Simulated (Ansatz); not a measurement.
# RuC+ (doublet): from Hartree-Fock to the top rungs, def2-QZVPP

An exercise on one series of results from a longer session: the logs are not shown, and one member is left open.

Program: Ansatz 0.2.0, Gaussian basis. Level of theory: def2-QZVPP, core rule «outside noble gas», up to 5 orbitals frozen. These are calculated values, not measurements.

Plan: UHF; ROHF; CCSD(T) on UHF.

2 further runs of the same task are left out: 2 set aside as unsound or not needed.

## The geometry

The geometry is a PBE0/def2-TZVP stationary point (not a proven minimum) of the parent state, kept for this charge and spin. No spin-orbit coupling is included. Elements past krypton take def2 core potentials.

2 atoms, charge 1, spin multiplicity 2.

Atoms are counted from 1 here; the program's logs count them from 0.

Bond lengths: Ru1–C2 1.605 Å.

The first run:

Contents of in.yaml:

```yaml
crystal:
  periodic: [false, false, false]
  atoms:
    - {symbol: Ru, position_ang: [0.000000, 0.000000, 0.000000]}
    - {symbol: C, position_ang: [0.000000, 0.000000, 1.605400]}
basis:
  gaussian: {orbitals: "def2-QZVPP.json"}
total_charge: 1
magnetization: {spin_polarized: true, initial_magnetization: 1}
hamiltonian: {xc: hf}
output: {orbitals: {seedname: orbitals}}
```

Launch:

```console
$ ansatz run in.yaml --threads 1 --pin off --events-out ev --progress --plain --max-ram 4096MiB --backend cpu
```

Among the steps run: UHF; ROHF; CCSD(T) on UHF.

One table of the session follows, with a row left open; its other results are not shown here.

It belongs to the step «Misses and costs». 

```
  method  from UCCSD(T) (kJ/mol)
    ROHF                 +1214.6
     UHF                       ?
    UMP2                  +130.1
   UCCSD                   +74.7
UCCSD(T)                       0
```

Estimate the missing values for UHF.

**Answer.** from UCCSD(T) (kJ/mol): +1141.1. In the column «from UCCSD(T) (kJ/mol)» it lies between UMP2 (+130.1) and ROHF (+1214.6).

The program flags UCCSD(T) as in doubt (see the logs), so the zero of the table is itself unsure.

To keep in mind: The determinant is far from a pure spin state, so its energy mixes those of several spin states (harmless only where they are near-degenerate, as at dissociation). The program flags UCCSD(T) as in doubt, so the zero of the table is itself unsure.
